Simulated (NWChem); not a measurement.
# C2H7GaO (SMILES CC[O][GaH2]): TPSS/6-31G(d,p) (spherical functions)

Wanted: energy and gradient of C2H7GaO. 

The results are computed with NWChem 7.3.0.

## 1. The structure to begin with

C2H7GaO has 11 atoms, charge 0, and is taken as a singlet. SMILES: `CC[O][GaH2]`. Geometry: relaxed at PBE0-D4/def2-TZVP. This is one conformer, not always the lowest.

Bond lengths: C1–C2 1.512 Å, C2–O3 1.403 Å, O3–Ga4 1.780 Å, C1–H5 1.093 Å, C1–H6 1.094 Å, C1–H7 1.094 Å, C2–H8 1.098 Å, C2–H9 1.098 Å, Ga4–H10 1.561 Å, Ga4–H11 1.557 Å. Some angles: C1–C2–O3 115.5°, C2–O3–Ga4 131.5°, C1–C2–H8 109.3°, C1–C2–H9 109.3°, O3–C2–H8 108.0°, O3–C2–H9 108.0°, C2–C1–H5 110.0°, C2–C1–H6 111.5°, C2–C1–H7 111.5°, O3–Ga4–H10 120.8°.

## 2. Energy and gradient at TPSS/6-31G(d,p) (spherical functions)

sp.nw

```
start sp
title "C2H7GaO TPSS"
memory stack 880 mb heap 220 mb global 1100 mb
charge 0
geometry units angstroms noautosym nocenter noautoz
C       -0.350000       1.241000       0.150900
C       -0.953100      -0.089400       0.543000
O       -0.214800      -1.221800       0.168500
Ga       1.330300      -1.387400      -0.699400
H       -0.996200       2.056600       0.485600
H        0.634400       1.384000       0.605500
H       -0.236700       1.325400      -0.933600
H       -1.089200      -0.118800       1.632300
H       -1.955000      -0.177300       0.102100
H        2.110300      -0.126600      -1.189100
H        1.720000      -2.885700      -0.865800
end
basis "ao basis" spherical bse
* library 6-31G**
end
dft
xc xtpss03 ctpss03
grid fine
convergence energy 1e-08
iterations 100
mulliken
end
task dft gradient
```

Run with:

```
$ nwchem sp.nw > sp.out
```

Output:

```text
[...]
          Wavefunction type:  closed shell.
          No. of atoms     :    11
          No. of electrons :    58
[...]
          Charge           :     0
          Spin multiplicity:     1
[...]
          AO basis - number of functions:   109
[...]
              XC Information
              --------------
                  TPSS metaGGA Exchange Functional  1.000
             TPSS03 metaGGA Correlation Functional  1.000
[...]
 d= 0,ls=0.0,diis     1  -2080.1478634067 -2.34D+03  1.98D-02  6.74D-01     3.4
[...]
 d= 0,ls=0.0,diis    11  -2080.2428640263 -2.18D-09  1.11D-07  2.53D-10    29.1
         Total DFT energy =    -2080.242864026336
      One electron energy =    -3418.793388805731
           Coulomb energy =     1171.604870043092
    Exchange-Corr. energy =      -97.104129109890
 Nuclear repulsion energy =      264.049783846193
[...]
      Total Density - Mulliken Population Analysis
     ---------------------------------------------
    Atom       Charge   Shell Charges
 -----------   ------   -------------------------------------------------------
    1 C    6     6.38   2.00  0.66  2.11  0.62  0.96  0.03
    2 C    6     5.93   2.00  0.67  2.04  0.49  0.67  0.07
    3 O    8     8.53   2.00  0.90  2.89  0.95  1.76  0.02
    4 Ga  31    30.79   2.00  2.00  6.00  2.00  5.99  1.18  1.39  0.02  0.09  6.79  2.93  0.41
    5 H    1     0.88   0.54  0.34  0.01
    6 H    1     0.87   0.54  0.32  0.01
    7 H    1     0.87   0.54  0.32  0.01
    8 H    1     0.89   0.55  0.34  0.01
    9 H    1     0.89   0.55  0.34  0.01
   10 H    1     0.99   0.48  0.51  0.01
[...]
  wavefunction    = closed shell
                         DFT ENERGY GRADIENTS
    atom               coordinates                        gradient
                 x          y          z           x          y          z
   1 C      -0.661404   2.345150   0.285160   -0.002174  -0.005592   0.001421
   2 C      -1.801098  -0.168942   1.026121    0.007429  -0.006538  -0.003978
   3 O      -0.405913  -2.308867   0.318419    0.001524   0.014208  -0.001406
   4 Ga      2.513902  -2.621806  -1.321674   -0.007926  -0.000230   0.004592
   5 H      -1.882545   3.886410   0.917651    0.001984  -0.002988  -0.001007
   6 H       1.198842   2.615381   1.144229   -0.002938  -0.000186  -0.001403
   7 H      -0.447298   2.504643  -1.764248   -0.000307  -0.000004   0.003261
   8 H      -2.058290  -0.224499   3.084600    0.000352   0.000673  -0.003111
   9 H      -3.694414  -0.335048   0.192941    0.002832   0.000846   0.001262
  10 H       3.987889  -0.239239  -2.247073   -0.000931  -0.001212   0.000538
  11 H       3.250329  -5.453182  -1.636125    0.000155   0.001025  -0.000169
[...]
```

It took 39 s on 1 thread of AMD EPYC 9R45 (Zen 5), shared host; peak memory 0.13 GiB.

## 3. Results

At TPSS/6-31G** (spherical functions):

```
                quantity           value
            total energy  -2080.24286 Eh
           dipole moment          1.28 D
             HOMO energy        -6.32 eV
             LUMO energy        -1.68 eV
           HOMO–LUMO gap         4.64 eV
largest force on an atom      0.738 eV/Å
```

In words: Mulliken charges run from -0.53 on O3 to +0.21 on Ga4; they depend strongly on the basis. The largest force is 0.74 eV/Å: the shape isn't a stationary point for this species at this level.
